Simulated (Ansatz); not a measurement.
# Ge₂H₇ (doublet): from Hartree-Fock to the top rungs at distance Ge1–H5 along a hydrogen transfer = 1.802 Å, cc-pVDZ

Aim: climb from Hartree-Fock through coupled cluster and multireference methods for Ge₂H₇ (doublet) at one geometry and basis, and see what each rung misses.

Program: Ansatz 0.2.0, Gaussian basis. Level of theory: cc-pVDZ, core rule «outside noble gas», up to 28 orbitals frozen. These are calculated values, not measurements.

To be run: UHF; CCSD(T) on ROHF; CCSD(T) on UHF; BCCD(T) on ROHF; CISD; CCSDT(Q) on ROHF; CCSDT(Q) on UHF; CASSCF and MRCISD+Q, 3 electrons in 3 orbitals; CASSCF and NEVPT2, 3 electrons in 3 orbitals; CASSCF and MRCISD+Q, 9 electrons in 9 orbitals; CASSCF and NEVPT2, 9 electrons in 9 orbitals.

### Step 1. The system

The geometry derives from fragments relaxed apart (PBE0/def2-TZVP) and kept rigid, so it is no stationary point. A hydrogen atom is moved between rigid fragments. No spin-orbit coupling is included. The filled d shell of Ge may be among the frozen orbitals whatever the setting's name suggests; the logs give the count.

9 atoms, charge 0, spin multiplicity 2.

Atoms are counted from 1 here; the program's logs count them from 0.

Bond lengths: Ge1–H2 1.534 Å, Ge1–H3 1.534 Å, Ge1–H4 1.534 Å, Ge1–H5 1.802 Å, H5–Ge6 1.637 Å, Ge6–H7 1.539 Å, Ge6–H8 1.539 Å, Ge6–H9 1.539 Å. Angles: H2–Ge1–H3 109.5°, H2–Ge1–H4 109.5°, H2–Ge1–H5 109.5°, H3–Ge1–H4 109.5°, H3–Ge1–H5 109.5°, H4–Ge1–H5 109.5°, Ge1–H5–Ge6 180.0°, H5–Ge6–H7 107.7°, H5–Ge6–H8 107.7°, H5–Ge6–H9 107.7°, H7–Ge6–H8 111.2°, H7–Ge6–H9 111.2°, H8–Ge6–H9 111.2°.

### Step 2. UHF

The input, in.yaml:

```yaml
crystal:
  periodic: [false, false, false]
  atoms:
    - {symbol: Ge, position_ang: [-1.719197, 0.000000, 0.000000]}
    - {symbol: H, position_ang: [-2.230647, 1.446599, 0.000000]}
    - {symbol: H, position_ang: [-2.230646, -0.723300, 1.252792]}
    - {symbol: H, position_ang: [-2.230647, -0.723299, -1.252791]}
    - {symbol: H, position_ang: [0.082803, 0.000000, 0.000000]}
    - {symbol: Ge, position_ang: [1.719803, 0.000000, 0.000000]}
    - {symbol: H, position_ang: [2.188472, -1.465915, 0.000000]}
    - {symbol: H, position_ang: [2.188472, 0.732958, -1.269519]}
    - {symbol: H, position_ang: [2.188472, 0.732957, 1.269519]}
basis:
  gaussian: {orbitals: cc-pVDZ}
magnetization: {spin_polarized: true, initial_magnetization: 1}
hamiltonian: {xc: hf}
output: {orbitals: {seedname: orbitals}}
```

Started as:

```sh
> ansatz run in.yaml --threads 1 --pin off --events-out ev --progress --plain --max-ram 4096MiB --backend cpu
```

Further steps of the session: CCSD(T) on ROHF; CCSD(T) on UHF; BCCD(T) on ROHF; CISD; CCSDT(Q) on ROHF; CCSDT(Q) on UHF; CASSCF and MRCISD+Q, 3 electrons in 3 orbitals; CASSCF and NEVPT2, 3 electrons in 3 orbitals; CASSCF and MRCISD+Q, 9 electrons in 9 orbitals; CASSCF and NEVPT2, 9 electrons in 9 orbitals.

**Question.** What will the summary of the whole plan be? Wanted: UCCSDT(Q) below the RHF energy; RMP2 from UCCSDT(Q); UMP2 from UCCSDT(Q); RCCSD from UCCSDT(Q); RCCSD(T) from UCCSDT(Q); UCCSD(T) from UCCSDT(Q); RCCSDT(Q) from UCCSDT(Q); T1 diagnostic.

**Answer**, as computed:

| quantity | value |
| --- | --- |
| UCCSDT(Q) below the RHF energy | -7.6806 eV |
| RMP2 from UCCSDT(Q) | +161.1 kJ/mol |
| UMP2 from UCCSDT(Q) | +162.7 kJ/mol |
| RCCSD from UCCSDT(Q) | +19.4 kJ/mol |
| RCCSD(T) from UCCSDT(Q) | +4.1 kJ/mol |
| UCCSD(T) from UCCSDT(Q) | +3.8 kJ/mol |
| RCCSDT(Q) from UCCSDT(Q) | +0.3 kJ/mol |
| levels within 1 kcal/mol (43 meV) | RCCSD(T), UCCSD(T), BCCD(T), RCCSDT, UCCSDT, RCCSDT(Q) |
| T1 diagnostic | 0.015 |

**Reading.** RCCSD(T) misses by +4.1 kJ/mol, 0.5 % of the correlation energy. These misses are within one basis, not against nature; the frozen cores of restricted and unrestricted runs differ, which can shift their rows.
